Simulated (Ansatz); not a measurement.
**MgBiF4 (element-swapped structure): how the settings move a single-point run**

Question: which choices in the input matter for MgBiF4 (element-swapped structure)?

Method: reference: DFT PBE, plane waves, PAW, scalar-relativistic, no spin polarisation, in Ansatz 0.2.0.

## Step 1: The structure to begin with

Symmetry: P4/mmm, No. 123, tetragonal system. Conventional cell: a = 3.669 Å, b = 3.669 Å, c = 6.459 Å, α = 90.00°, β = 90.00°, γ = 90.00°. Around Bi (site symmetry 4/mmm) lie 8 F at 2.93 Å. Mg (site symmetry 4/mmm) is surrounded by 6 F at 1.83 to 1.87 Å. Around F (site symmetry mmm) lie 2 Mg at 1.83 Å. F (site symmetry 4mm) has 1 Mg at 1.87 Å as nearest neighbours.

Coordinates:

```
Bi Mg F
1.0
     3.66855    0.00000    0.00000
     0.00000    3.66855    0.00000
     0.00000    0.00000    6.45852
Bi Mg F
1 1 4
Direct
  0.00000 0.00000 0.00000
  0.50000 0.50000 0.50000
  0.50000 0.00000 0.50000
  0.00000 0.50000 0.50000
  0.50000 0.50000 0.21000
  0.50000 0.50000 0.79000
```

## Step 2: Baseline

input.yaml reads:

```yaml
crystal:
  lattice:
    - [3.668554, 0.0, 0.0]
    - [0.0, 3.668554, 0.0]
    - [0.0, 0.0, 6.458522]
  atoms:
    - { symbol: Bi, position: [0.0, 0.0, 0.0] }
    - { symbol: Mg, position: [0.5, 0.5, 0.5] }
    - { symbol: F, position: [0.5, 0.0, 0.5] }
    - { symbol: F, position: [0.0, 0.5, 0.5] }
    - { symbol: F, position: [0.5, 0.5, 0.21] }
    - { symbol: F, position: [0.5, 0.5, 0.79] }
  symmetry: { tolerance: 0.0003 }
kpoints:
  mp_grid: { grid: [5, 5, 3], shift: [0, 0, 0] }
magnetization:
  spin_polarized: false
scf:
  occupations: { method: fermi_dirac }
hamiltonian:
  pseudopotentials: { kind: paw }
  xc: pbe
basis:
  ecutwfc: 420
output:
  forces: true
  stress: true
  eigenvalues: true
```

Launch:

```
$ ansatz run input.yaml --threads 1 --pin off --max-ram 2560MiB --backend cpu --events-out ev --progress --plain --runs-dir out
```

## Step 3: Changing settings: chi_scale 0.3, ecutwfc 600 eV, ecutrho_ratio 8

input.yaml: that of step 2 with these lines changed.

```diff
@@ -19,2 +19,3 @@
   occupations: { method: fermi_dirac }
+  initial_density: { chi_scale: 0.3 }
 hamiltonian:
@@ -23,3 +24,4 @@
 basis:
-  ecutwfc: 420
+  ecutwfc: "600 eV"
+  ecutrho_ratio: 8
 output:
```

## Step 4: Variant: spin_polarized true, occupations.width 0.025

input.yaml: that of step 2 with these lines changed.

```diff
@@ -16,5 +16,5 @@
 magnetization:
-  spin_polarized: false
+  spin_polarized: true
 scf:
-  occupations: { method: fermi_dirac }
+  occupations: { method: fermi_dirac, width: 0.025 }
 hamiltonian:
@@ -28 +28,5 @@
   eigenvalues: true
+  write_density: true
+  write_potential: true
+  elf: true
+  volumetric_format: npy
```

## Step 5: Changing settings: eigensolver.kind davidson, dr2_threshold 1.0e-09, basis.precision f64

input.yaml: that of step 2 with these lines changed.

```diff
@@ -19,2 +19,4 @@
   occupations: { method: fermi_dirac }
+  eigensolver: { kind: davidson }
+  convergence: { dr2_threshold: 1.0e-09 }
 hamiltonian:
@@ -24,2 +26,3 @@
   ecutwfc: 420
+  precision: f64
 output:
```

## Step 6: Variant: occupations.method cold, occupations.width 0.01, ecutrho_ratio 8

input.yaml: that of step 2 with these lines changed.

```diff
@@ -18,3 +18,3 @@
 scf:
-  occupations: { method: fermi_dirac }
+  occupations: { method: cold, width: 0.01 }
 hamiltonian:
@@ -24,2 +24,3 @@
   ecutwfc: 420
+  ecutrho_ratio: 8
 output:
@@ -28 +29,5 @@
   eigenvalues: true
+  write_density: true
+  write_potential: true
+  elf: true
+  volumetric_format: npy
```

Before running it: what results should come out? Wanted: for each run, ending; energy change; pressure; gap; force.

As calculated:

```tsv
run	ending	energy change	pressure (GPa)	gap (eV)	force (eV/Å)	cycles	time
reference	converged	0	5.3	0.00	2.75	7	1.5 s
1: chi_scale 0.3, ecutwfc 600 eV, ecutrho_ratio 8	converged	-3.9 meV/atom	5.3	0.00	2.75	12	4.8 s
2: spin_polarized true, occupations.width 0.025	converged	-1.3 meV/atom (σ→0)	5.2	0.00	2.80	16	3.9 s
3: eigensolver.kind davidson, dr2_threshold 1.0e-09, basis.precision f64	converged	0.0 meV/atom	5.3	0.00	2.75	9	2.4 s
4: occupations.method cold, occupations.width 0.01, ecutrho_ratio 8	converged	-1.1 meV/atom (σ→0)	5.2	0.00	2.79	14	2.9 s
```

Times don't compare one to one where runs were asked for different outputs or read a saved state (see the inputs); cycles may leave out searches for a lower state.

Residual by cycle in the longest SCF loop of each run; runs are numbered as in the table. The quantity is the density residual dr2, in eV.

```tsv
cycle	reference	run 1	run 2	run 3	run 4
1	0.0237	804	9.66	0.0237	0.0299
2	0.0164	64.7	2	0.0145	0.00515
4	1.3e-4	3.77	0.817	1.4e-4	0.00285
5	1.0e-5	1.06	0.468	1.2e-5	7.8e-4
6	9.9e-7	0.057	0.265	9.0e-7	8.5e-5
8	-	3.0e-4	0.00619	3.8e-9	2.0e-5
9	-	2.4e-4	0.00766	3.3e-10	2.8e-5
11	-	1.0e-7	0.00597	-	4.2e-6
12	-	4.5e-8	1.8e-4	-	1.3e-6
13	-	-	7.3e-6	-	7.5e-7
15	-	-	9.2e-8	-	-
16	-	-	5.8e-9	-	-
```

What this shows: The pressure spans 5.2 to 5.3 GPa over the reference and the converged variants.

The reference has limits of its own: it is run without spin, though an odd electron count or open d shells could carry moments; its mesh is coarse for a cell with so small a gap or none; the cell is far from equilibrium (5 GPa, forces up to 2.8 eV/Å), so its values aren't those of the relaxed material; the structure is made up and not relaxed.
